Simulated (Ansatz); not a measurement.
# Cl2FH3Si2: small, medium and large basis sets

An exercise on one series of results from a longer session: the logs are not shown, and one member is left open.

Computed with Ansatz 0.2.0, Gaussian basis. Level: one geometry, several basis sets.

Plan: PBE0-D4/def2-SVP; ωB97M-V/def2-SVP; PBE0-D4/def2-QZVPP; ωB97M-V/def2-QZVPP; the functionals' def2-TZVPP values are taken from earlier runs.

## Structure used throughout

An earlier PBE0-D4 in a triple-zeta def2 set relaxation fixed the geometry.

SMILES `F[Si]([SiH3])(Cl)Cl`, 8 atoms, charge 0, spin multiplicity 1.

Atoms are counted from 1 here; the program's logs count them from 0.

Bond lengths: F1–Si2 1.589 Å, Si2–Si3 2.331 Å, Si2–Cl4 2.038 Å, Si2–Cl5 2.038 Å, Si3–H6 1.484 Å, Si3–H7 1.484 Å, Si3–H8 1.484 Å. Angles: F1–Si2–Si3 111.2°, F1–Si2–Cl4 107.1°, F1–Si2–Cl5 107.1°, Si3–Si2–Cl4 111.2°, Si3–Si2–Cl5 111.2°, Cl4–Si2–Cl5 108.8°, Si2–Si3–H6 107.8°, Si2–Si3–H7 109.0°, Si2–Si3–H8 109.0°, H6–Si3–H7 110.3°, H6–Si3–H8 110.3°, H7–Si3–H8 110.4°.

The first run:

in.yaml

```yaml
crystal:
  periodic: [false, false, false]
  atoms:
    - {symbol: F, position_ang: [-0.243837, -0.202175, -2.243592]}
    - {symbol: Si, position_ang: [-0.540892, 0.449735, -0.825328]}
    - {symbol: Si, position_ang: [0.687155, -0.595661, 0.857827]}
    - {symbol: Cl, position_ang: [-2.544535, 0.274712, -0.494008]}
    - {symbol: Cl, position_ang: [-0.066972, 2.427367, -0.964518]}
    - {symbol: H, position_ang: [0.350223, 0.065931, 2.142661]}
    - {symbol: H, position_ang: [2.134621, -0.444762, 0.565244]}
    - {symbol: H, position_ang: [0.316435, -2.032245, 0.905913]}
basis:
  gaussian: {orbitals: def2-SVP}
hamiltonian: {xc: pbe0, dispersion: d4}
output: {orbitals: {seedname: orbitals}}
```

Steps of the session up to this table: PBE0-D4 in def2-SVP; ωB97M-V in def2-SVP; PBE0-D4 in def2-QZVPP; ωB97M-V in def2-QZVPP.

One of the session's tables, all rows but one given; the rest of the session is left out.

```
functional       basis  HOMO (eV)
   PBE0-D4    def2-SVP      -8.72
   PBE0-D4  def2-TZVPP      -8.77
   PBE0-D4  def2-QZVPP          ?
   ωB97M-V    def2-SVP     -10.71
   ωB97M-V  def2-TZVPP     -10.79
   ωB97M-V  def2-QZVPP     -10.82
```

Q: Estimate the row for PBE0-D4, def2-QZVPP from the others.

The run gave: HOMO (eV): -8.79. In the column «HOMO (eV)» it lies between ωB97M-V, def2-SVP (-10.71) and PBE0-D4, def2-TZVPP (-8.77).
